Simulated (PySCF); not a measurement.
**quartet AlBrCl: levels of theory compared**

Aim: a comparison of 6 runs (U-r2SCAN/STO-3G, U-wB97X-V/STO-3G, UB2PLYP/STO-3G, UB3LYP/STO-3G, UM06-2X/STO-3G, UPBE0/STO-3G) of quartet AlBrCl. 

The results are computed with PySCF 2.14.0.

13 further runs of the same task are left out: 9 for a known fault of the program, 4 set aside as unsound or not needed.

## 1. The molecule

The species is AlBrCl (3 atoms), meant as a quartet with charge 0. SMILES of the parent species: `[Cl][Al][Br]`. The shape is that of a PBE0-D4/def2-TZVP optimisation. That shape belongs to the parent species and isn't relaxed for this state.

Bond lengths: Cl1–Al2 2.102 Å, Al2–Br3 2.266 Å. Angles: Cl1–Al2–Br3 118.9°.

## 2. A single-point energy at U-r2SCAN/STO-3G (run 1)

run.py reads:

```python
from pyscf import gto, dft

mol = gto.M(
    atom=[
    ('Cl', (0.439900, 1.761100, 0.423900)),
    ('Al', (-0.648100, 0.131300, -0.337700)),
    ('Br', (0.197100, -1.957200, -0.099400)),
],
    verbose=3,
    spin=3,
    basis='sto-3g',
    max_memory=1860,
    charge=0,
)

mf = dft.UKS(mol, xc='r2scan')
mf.conv_tol = 1e-10
mf.grids.level = 5
mf.kernel()
if not mf.converged:
    mf = mf.newton().run(mf.mo_coeff, mf.mo_occ)

e_tot = mf.e_tot
print(f'total energy: {e_tot:.8f} hartree')
```

Run with:

```bash
$ OMP_NUM_THREADS=1 python run.py
```

What it wrote:

```text
WARN: HOMO -0.0641210312362794 >= LUMO -0.495688451357784

WARN: HOMO 0.0931599087019462 >= LUMO -0.000249686020928341

WARN: HOMO 0.10723508685362 >= LUMO -0.123712953541774

WARN: HOMO 0.0969593553824637 >= LUMO -0.169709379845403

WARN: HOMO 0.106741217002321 >= LUMO -0.173665967474341

WARN: HOMO 0.106279845472416 >= LUMO -0.184997026953308

WARN: HOMO 0.106424470707658 >= LUMO -0.184117735238772

WARN: HOMO 0.105463621961165 >= LUMO -0.18095420382203

WARN: HOMO 0.105799405236813 >= LUMO -0.181909047582344

WARN: HOMO 0.103555265501126 >= LUMO -0.169443647194452

WARN: HOMO 0.108458655977253 >= LUMO -0.184563878018046

WARN: HOMO 0.110060434896002 >= LUMO -0.189826016354636

WARN: HOMO 0.110420262402549 >= LUMO -0.186893218078471

WARN: HOMO 0.109801184681842 >= LUMO -0.186930881615495

WARN: HOMO 0.111054086190026 >= LUMO -0.188326113761208

WARN: HOMO 0.108929990017949 >= LUMO -0.189291129287116

WARN: HOMO 0.10723140314298 >= LUMO -0.182425118039357

WARN: HOMO 0.109302570707024 >= LUMO -0.187451776358678

WARN: HOMO 0.10971390775128 >= LUMO -0.189190203533133

WARN: HOMO 0.109041585470279 >= LUMO -0.179815245554865

WARN: HOMO 0.109008830265723 >= LUMO -0.180599065026969

WARN: HOMO 0.111484566697355 >= LUMO -0.195186184273938

WARN: HOMO 0.107479504922425 >= LUMO -0.193727691004433

WARN: HOMO 0.107557074252132 >= LUMO -0.191967437703231

WARN: HOMO 0.107652374818845 >= LUMO -0.192570645041089

WARN: HOMO 0.107486788931813 >= LUMO -0.191444069683275

WARN: HOMO 0.107546466953457 >= LUMO -0.192993991832559

WARN: HOMO 0.107375676322175 >= LUMO -0.194878195820381

WARN: HOMO 0.107547204056261 >= LUMO -0.19374386609798

WARN: HOMO 0.107460519560371 >= LUMO -0.193539549443042

WARN: HOMO 0.107467843017284 >= LUMO -0.193491044418029

WARN: HOMO 0.107452808377067 >= LUMO -0.193447934676023

WARN: HOMO 0.107455903714305 >= LUMO -0.193435503988125

WARN: HOMO 0.107454221542495 >= LUMO -0.193439673407117

WARN: HOMO 0.107455436887204 >= LUMO -0.193441224614558

WARN: HOMO 0.107455114683847 >= LUMO -0.193440748047883

WARN: HOMO 0.107455121515766 >= LUMO -0.193440746849803

converged SCF energy = -3240.59082024749  <S^2> = 3.7506338  2S+1 = 4.0003169
total energy: -3240.59082025 hartree
```

Run time: 36 s. Hardware: 1 thread of Arm Neoverse V1, shared host; peak memory 0.28 GiB.

## 3. A single-point energy at U-wB97X-V/STO-3G (run 2)

calc.py reads:

```python
from pyscf import gto, dft

mol = gto.M(
    atom='Cl 0.439900 1.761100 0.423900; Al -0.648100 0.131300 -0.337700; Br 0.197100 -1.957200 -0.099400',
    max_memory=1860,
    basis='sto-3g',
    charge=0,
    verbose=3,
    spin=3,
)

mf = dft.UKS(mol, xc='wb97x-v')
mf.nlcgrids.level = 1
mf.conv_tol = 1e-10
mf.grids.level = 5
mf.kernel()
if not mf.converged:
    mf = mf.newton().run(mf.mo_coeff, mf.mo_occ)

e_tot = mf.e_tot
print('E = %.10f Eh' % e_tot)
```

Run with:

```bash
$ OMP_NUM_THREADS=1 python calc.py
```

What it wrote:

```text
WARN: HOMO 0.0330022217443069 >= LUMO -0.581083340931362

WARN: HOMO -0.0210585341962637 >= LUMO -0.13525028579188

WARN: HOMO -0.0132435949306864 >= LUMO -0.155140537253127

WARN: HOMO -0.0148778463425748 >= LUMO -0.107626059343125

WARN: HOMO -0.0093428988592712 >= LUMO -0.109626930275189

WARN: HOMO -0.00915669370000782 >= LUMO -0.112280907860437

WARN: HOMO -0.00768864974758565 >= LUMO -0.112052709060203

WARN: HOMO -0.00627192053594217 >= LUMO -0.11177999344918

WARN: HOMO -0.00624143221155493 >= LUMO -0.112023527121418

WARN: HOMO -0.00620050043349585 >= LUMO -0.112117422919418

WARN: HOMO -0.00621009610325707 >= LUMO -0.112141821119012

WARN: HOMO -0.00621142816025955 >= LUMO -0.112127579813677

WARN: HOMO -0.00620782539271053 >= LUMO -0.112130131226961

WARN: HOMO -0.00620480394386269 >= LUMO -0.112132747143281

WARN: HOMO -0.00620366622176588 >= LUMO -0.112133744250114

WARN: HOMO -0.006203649656775 >= LUMO -0.112133944089432

WARN: HOMO -0.00620361871563646 >= LUMO -0.112133960398692

converged SCF energy = -3240.25443868177  <S^2> = 3.7504192  2S+1 = 4.0002096
E = -3240.2544386818 Eh
```

Run time: 35 s. Hardware: 1 thread of Arm Neoverse V1, shared host; peak memory 0.27 GiB.

Runs 3 to 5 aren't shown in full; the table further down has their settings and results.

## 4. A single-point energy at UPBE0/STO-3G (run 6)

calc.py reads:

```python
from pyscf import gto, dft

system = gto.M(
    atom='''
Cl     0.439900     1.761100     0.423900
Al    -0.648100     0.131300    -0.337700
Br     0.197100    -1.957200    -0.099400
''',
    verbose=3,
    basis='sto-3g',
    max_memory=1860,
    spin=3,
)

mf = dft.UKS(system)
mf.xc = 'pbe0'
mf.conv_tol = 1e-10
mf.grids.level = 5
mf.kernel()
if not mf.converged:
    mf = mf.newton().run(mf.mo_coeff, mf.mo_occ)

energy = mf.e_tot
print('E(%s) = %.9f' % ('PBE0', energy))
```

Run with:

```bash
$ OMP_NUM_THREADS=1 python calc.py
```

What it wrote:

```text
WARN: HOMO -0.0402585692136564 >= LUMO -0.522957798043946

WARN: HOMO 0.0573687864447586 >= LUMO -0.0415433566870521

WARN: HOMO 0.0686513387277319 >= LUMO -0.14712976529004

WARN: HOMO 0.0597118265287073 >= LUMO -0.17128800331863

WARN: HOMO 0.0727868525162616 >= LUMO -0.186127293618506

WARN: HOMO 0.0706039842726489 >= LUMO -0.184229738815477

WARN: HOMO 0.0705651230066435 >= LUMO -0.184054376735973

WARN: HOMO 0.0766922447710798 >= LUMO -0.165283503066738

WARN: HOMO 0.0772078412822347 >= LUMO -0.15848783727499

WARN: HOMO 0.076876299532242 >= LUMO -0.159934817348964

WARN: HOMO 0.0747687812853505 >= LUMO -0.163755100772748

WARN: HOMO 0.0710778841306635 >= LUMO -0.17952306733206

WARN: HOMO 0.0699536048678995 >= LUMO -0.18517685059182

WARN: HOMO 0.071538085260145 >= LUMO -0.176739941277071

WARN: HOMO 0.071043009381461 >= LUMO -0.177161219889378

WARN: HOMO 0.071929448419568 >= LUMO -0.174718647693939

WARN: HOMO 0.0723105414935398 >= LUMO -0.174433540577948

WARN: HOMO 0.0711448697004351 >= LUMO -0.172379167275686

WARN: HOMO 0.0707734716390868 >= LUMO -0.172391175739237

WARN: HOMO 0.0706893486607662 >= LUMO -0.16956289378101

WARN: HOMO 0.0705664551352687 >= LUMO -0.169782615921288

WARN: HOMO 0.0705120222412631 >= LUMO -0.170904175252865

WARN: HOMO 0.0705482795867156 >= LUMO -0.170343689881349

WARN: HOMO 0.0705256140027509 >= LUMO -0.170868785566688

WARN: HOMO 0.0705121637811821 >= LUMO -0.170787041379463

WARN: HOMO 0.0705058305976494 >= LUMO -0.170795902076795

WARN: HOMO 0.0704802519401813 >= LUMO -0.170770109094194

WARN: HOMO 0.0703732886572769 >= LUMO -0.170389967696903

WARN: HOMO 0.0703443519172146 >= LUMO -0.170412691337995

WARN: HOMO 0.0702700770488884 >= LUMO -0.170240850219008

WARN: HOMO 0.0702835493973296 >= LUMO -0.170333202703748

WARN: HOMO 0.0702106224230206 >= LUMO -0.170084669146252

WARN: HOMO 0.0701823290711511 >= LUMO -0.169692533124497

WARN: HOMO 0.0699933948783878 >= LUMO -0.167495903138759

WARN: HOMO 0.0700460803290566 >= LUMO -0.168447863950441

WARN: HOMO 0.0700925436877729 >= LUMO -0.169198535972573

WARN: HOMO 0.0701036918270159 >= LUMO -0.169440862577574

WARN: HOMO 0.0701570073853165 >= LUMO -0.170469278398211

WARN: HOMO 0.0701394652530402 >= LUMO -0.170298363938268

WARN: HOMO 0.0701579300726235 >= LUMO -0.170650463127017

WARN: HOMO 0.070156582975861 >= LUMO -0.170641458576791

WARN: HOMO 0.070154987573776 >= LUMO -0.170607141944395

WARN: HOMO 0.0701549418408373 >= LUMO -0.17060712611509

WARN: HOMO 0.0701550307838429 >= LUMO -0.170607890497824

converged SCF energy = -3240.06549546131  <S^2> = 3.7503466  2S+1 = 4.0001733
E(PBE0) = -3240.065495461
```

Run time: 27 s. Hardware: 1 thread of Arm Neoverse V1, shared host; peak memory 0.27 GiB.

## 5. All runs side by side

```csv
run,level,nlc grid,frozen core orbitals,energy (Eh),dipole moment (D),⟨S²⟩,wall time
1,U-r2SCAN/STO-3G,–,–,-3240.590820,2.31,3.751,36 s
2,U-wB97X-V/STO-3G,1,–,-3240.254439,4.92,3.750,35 s
3,UB2PLYP/STO-3G,–,19,-3239.904751,5.10,3.750,10 s
4,UB3LYP/STO-3G,–,–,-3240.507799,2.64,3.750,29 s
5,UM06-2X/STO-3G,–,–,-3240.584941,3.71,3.750,34 s
6,UPBE0/STO-3G,–,–,-3240.065495,2.84,3.750,27 s
```

## 6. Results

| quantity | value |
| --- | --- |
| run 6: total energy | -3240.06550 Eh |
| run 6: dipole moment | 2.84 D |
| run 6: ⟨S²⟩ | 3.750 |

In words: The dipole moment (its size) runs from 2.31 D (U-r2SCAN/STO-3G) to 5.10 D (UB2PLYP/STO-3G). A double hybrid's value is that of its SCF part. Totals of different functionals can't be ranked against each other. In runs 1, 2, 3, 4, 5, 6 the basis is minimal, so the values are rough. All runs together took 2.8 min, the longest 36 s.
